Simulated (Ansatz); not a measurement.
**doublet CH5BOSi+ at 6 levels**

We compute a comparison of 6 runs (UHF/3-21G, UB3LYP/6-31G*, UCAM-B3LYP/def2-SVP, RPA@PBE0/def2-SVP, UCCSD/def2-SVP, UCCSD(T)/def2-SVP) of doublet CH5BOSi+. 

The calculation is run with Ansatz 0.2.0.

123 further runs of the same task are left out: 123 set aside as unsound or not needed.

**1. The molecule**

The species is CH5BOSi+ (9 atoms), meant as a doublet with charge +1. SMILES of the parent species: `B[SiH2]C=O`. The shape is that of a PBE0-D4/def2-TZVP optimisation. That shape belongs to the parent species and isn't relaxed for this state.

Bond lengths: B1–Si2 2.006 Å, Si2–C3 1.933 Å, C3–O4 1.202 Å, B1–H5 1.196 Å, B1–H6 1.194 Å, Si2–H7 1.484 Å, Si2–H8 1.495 Å, C3–H9 1.118 Å. Some angles: B1–Si2–C3 108.4°, Si2–C3–O4 123.6°, B1–Si2–H7 117.0°, B1–Si2–H8 106.3°, C3–Si2–H7 108.9°, C3–Si2–H8 105.6°, Si2–B1–H5 119.1°, Si2–B1–H6 123.0°, Si2–C3–H9 116.8°, O4–C3–H9 119.6°.

**2. A single-point energy at UHF/3-21G (run 1)**

The input, job.yaml:

```yaml
basis:
  gaussian: {orbitals: 3-21G.json}
crystal:
  periodic: [false, false, false]
  atoms:
    - {symbol: B, position_ang: [-0.950100, 0.850000, -1.073100]}
    - {symbol: Si, position_ang: [0.610800, -0.206000, -0.386500]}
    - {symbol: C, position_ang: [0.330600, -0.553700, 1.494500]}
    - {symbol: O, position_ang: [1.022800, -0.098400, 2.365800]}
    - {symbol: H, position_ang: [-2.057600, 0.518200, -0.767000]}
    - {symbol: H, position_ang: [-0.828800, 1.799400, -1.786900]}
    - {symbol: H, position_ang: [1.958100, 0.387600, -0.570700]}
    - {symbol: H, position_ang: [0.542000, -1.540900, -1.055900]}
    - {symbol: H, position_ang: [-0.539200, -1.202400, 1.762900]}
hamiltonian: {xc: hf}
magnetization: {spin_polarized: true, initial_magnetization: 1}
accuracy: high
total_charge: 1
output: {orbitals: {seedname: orbitals}}
```

The basis set 3-21G is read from a file made from the Basis Set Exchange's data (not shown).

Started as:

```sh
$ ansatz run job.yaml --threads 1 --pin off --max-ram 3480MiB --events-out events.jsonl --progress --plain --runs-dir runs
```

Output:

```text
Warning: RAYON_NUM_THREADS=1 ignored (pool sized by the plan → 1); use --threads N
Functional definition: HF
  name "HF"
  exchange = exact_x
  correlation = 0
1166 factors; integrals over basis functions are off by at most 1.9e-8 eV
mean field evaluation 1: about -11600.9910 eV, gradient 3.0e1 eV
mean field evaluation 2: about -11601.2816 eV, gradient 3.0e1 eV
mean field evaluation 4: about -11606.3599 eV, gradient 4.9e0 eV
mean field evaluation 8: about -11607.3551 eV, gradient 9.4e-1 eV
mean field evaluation 16: about -11607.3888 eV, gradient 3.4e-6 eV
mean field evaluation 32: about -11605.9668 eV, gradient 7.0e0 eV
mean field evaluation 64: about -11588.1532 eV, gradient 3.9e1 eV
mean field -11607.38877203 eV, -426.5636696014 hartree, gradient 2.8e-8 eV, S^2 0.794188; 0 other end points of the search recorded, 0 dependent functions left out
reference -11607.38877203 eV, -426.5636696014 hartree; 19, 18 occupied and 31, 32 virtual orbitals, 1166 factors
Total energy: -11607.38877203 eV, -426.5636696014 hartree
```

Wall time 1.2 s (1 thread of Arm Neoverse V2, shared host); peak memory 0.15 GiB.

**3. A single-point energy at UB3LYP/6-31G(d) (Cartesian functions) (run 2)**

The input, in.yaml:

```yaml
crystal:
  periodic: [false, false, false]
  atoms:
    - {symbol: B, position_ang: [-0.950100, 0.850000, -1.073100]}
    - {symbol: Si, position_ang: [0.610800, -0.206000, -0.386500]}
    - {symbol: C, position_ang: [0.330600, -0.553700, 1.494500]}
    - {symbol: O, position_ang: [1.022800, -0.098400, 2.365800]}
    - {symbol: H, position_ang: [-2.057600, 0.518200, -0.767000]}
    - {symbol: H, position_ang: [-0.828800, 1.799400, -1.786900]}
    - {symbol: H, position_ang: [1.958100, 0.387600, -0.570700]}
    - {symbol: H, position_ang: [0.542000, -1.540900, -1.055900]}
    - {symbol: H, position_ang: [-0.539200, -1.202400, 1.762900]}
basis:
  gaussian: {orbitals: "6-31G*"}
total_charge: 1
magnetization: {spin_polarized: true, initial_magnetization: 1}
hamiltonian: {xc: {name: B3LYP}}
accuracy: high
output: {orbitals: {seedname: orbitals}}
```

Started as:

```sh
$ ansatz run in.yaml --threads 1 --pin off --max-ram 3480MiB --events-out events.jsonl --progress --plain --runs-dir runs
```

Output:

```text
Warning: RAYON_NUM_THREADS=1 ignored (pool sized by the plan → 1); use --threads N
Functional definition: B3LYP
  name "B3LYP"
  parameter a0 = 0.2
  parameter ax = 0.72
  parameter ac = 0.81
  exchange = (1 - a0 - ax)*slater_x + ax*b88_x + a0*exact_x
  correlation = (1 - ac)*vwn_rpa_c + ac*lyp_c
1657 factors; integrals over basis functions are off by at most 3.9e-9 eV
mean field evaluation 1: about -11696.7316 eV, gradient 4.8e1 eV
mean field evaluation 2: about -11535.9694 eV, gradient 1.5e2 eV
mean field evaluation 4: about -11705.9752 eV, gradient 2.1e1 eV
mean field evaluation 8: about -11708.3527 eV, gradient 4.2e-1 eV
mean field evaluation 16: about -11708.4987 eV, gradient 1.1e-2 eV
mean field evaluation 32: about -11708.4987 eV, gradient 1.5e-7 eV
mean field -11708.49874943 eV, -430.2793927359 hartree, gradient 4.7e-8 eV, S^2 0.756372; 2 other end points of the search recorded, 0 dependent functions left out
reference -11708.49878790 eV, -430.2793941498 hartree; 19, 18 occupied and 55, 56 virtual orbitals, 1657 factors
Total energy: -11708.49878790 eV, -430.2793941498 hartree
```

Run time: 14 s. Hardware: 1 thread of Arm Neoverse V2, shared host; peak memory 0.32 GiB.

Runs 3 to 5 aren't shown in full; the table further down has their settings and results.

**4. A single-point energy at UCCSD(T)/def2-SVP (run 6)**

The input, molecule.yaml:

```yaml
crystal:
  periodic: [false, false, false]
  atoms:
    - symbol: B
      position_ang: [-0.950100, 0.850000, -1.073100]
    - symbol: Si
      position_ang: [0.610800, -0.206000, -0.386500]
    - symbol: C
      position_ang: [0.330600, -0.553700, 1.494500]
    - symbol: O
      position_ang: [1.022800, -0.098400, 2.365800]
    - symbol: H
      position_ang: [-2.057600, 0.518200, -0.767000]
    - symbol: H
      position_ang: [-0.828800, 1.799400, -1.786900]
    - symbol: H
      position_ang: [1.958100, 0.387600, -0.570700]
    - symbol: H
      position_ang: [0.542000, -1.540900, -1.055900]
    - symbol: H
      position_ang: [-0.539200, -1.202400, 1.762900]
basis:
  gaussian:
    orbitals: def2-SVP
total_charge: 1
magnetization:
  spin_polarized: true
  initial_magnetization: 1
correlation:
  method: ccsd_t
  frozen_orbitals: {B: 1, C: 1, H: 0, O: 1, Si: 5}
accuracy: high
scf:
  omitted_lower_state_checks: [cluster_reference, increment]
```

Started as:

```sh
$ ansatz run molecule.yaml --threads 1 --pin off --max-ram 3480MiB --events-out events.jsonl --progress --plain --runs-dir runs
```

Output:

```text
Warning: RAYON_NUM_THREADS=1 ignored (pool sized by the plan → 1); use --threads N
[... 13 lines left out ...]
8 core orbitals not correlated: weight in the atoms' cores, before any rotation towards them, 1.000 or more for the frozen orbitals, at most 0.000 for the correlated occupied ones
[... 35 lines left out ...]
Total energy: -11679.40825597 eV, -429.2103368196 hartree
Checks for a lower state left out: cluster_reference, increment
```

Run time: 71 s. Hardware: 1 thread of Arm Neoverse V2, shared host; peak memory 0.87 GiB.

**5. Overview of the runs**

| run | level | Cartesian functions | frozen core orbitals | energy (Eh) | ⟨S²⟩ | wall time |
| --- | --- | --- | --- | --- | --- | --- |
| 1 | UHF/3-21G | no | – | -426.563670 | 0.794 | 1.2 s |
| 2 | UB3LYP/6-31G* (Cartesian functions) | yes | – | -430.279394 | 0.756 | 14 s |
| 3 | UCAM-B3LYP/def2-SVP | no | – | -429.996990 | 0.758 | 16 s |
| 4 | RPA@PBE0/def2-SVP | no | 8 | -429.389253 | 0.758 | 24 s |
| 5 | UCCSD/def2-SVP | no | 8 | -429.193886 | 0.787 | 57 s |
| 6 | UCCSD(T)/def2-SVP | no | 8 | -429.210337 | 0.787 | 71 s |

**6. Summary of results**

| quantity | value |
| --- | --- |
| run 6: total energy | -429.21034 Eh |
| run 6: correlation energy (8 core orbitals frozen) | -523.4 mEh |
| run 6: (T) correction | -16.45 mEh |
| run 6: ⟨S²⟩ of the reference determinant | 0.787 |
| run 6: T1 diagnostic | 0.038 |

**Reading.** Totals of different functionals can't be ranked against each other. All runs together took 3 min, the longest 71 s.
